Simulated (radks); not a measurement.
**Exchange and kinetic functionals tested on atomic densities: P⁴⁺, P, La³⁺, He⁺, Mg⁺**

An exercise on one series of results from a longer session: the logs are not shown, and one member is left open.

Program: radks (a radial shooting solver on a logarithmic mesh, Libxc functionals) version 1. Level of theory: non-relativistic Kohn-Sham, PBE, spin-polarised, spherical densities, point nucleus; open shells are filled with parallel spins first. These are calculated values, not measurements, unless marked.

### The atom as given

- species: P⁴⁺ ([Ne] 3s1), P ([Ne] 3s2 3p3), La³⁺ ([Xe]), He⁺ (1s1), Mg⁺ ([Ne] 3s1)

The first run:

Input:

```text
Z 15
configuration [Ne] 3s1
relativity non-relativistic
functional pbe,pbe
spin polarised
nucleus point
```

Steps of the session up to this table: P⁴⁺, [Ne] 3s1.

One table of the session follows, with a row left open; its other results are not shown here.

It belongs to the step «P⁴⁺, [Ne] 3s1». Sizes of the orbitals, from the radial functions (bohr):

```
  level     <r>  outermost maximum (interpolated)  90 % within  nodes
  1s up  0.1040                            0.0680        0.186      0
1s down  0.1040                            0.0680        0.186      0
  2s up  0.5194                             0.420        0.815      1
2s down  0.5187                             0.420        0.813      1
  2p up  0.4821                             0.353        0.805      0
2p down       ?                                 ?            ?      ?
  3s up   1.597                              1.43         2.35      2
```

**Question.** Estimate the row for 2p down.

**Answer.** <r>: 0.4811; outermost maximum (interpolated): 0.353; 90 % within: 0.802; nodes: 0. In the column «<r>» it lies between 1s down (0.1040) and 2p up (0.4821).
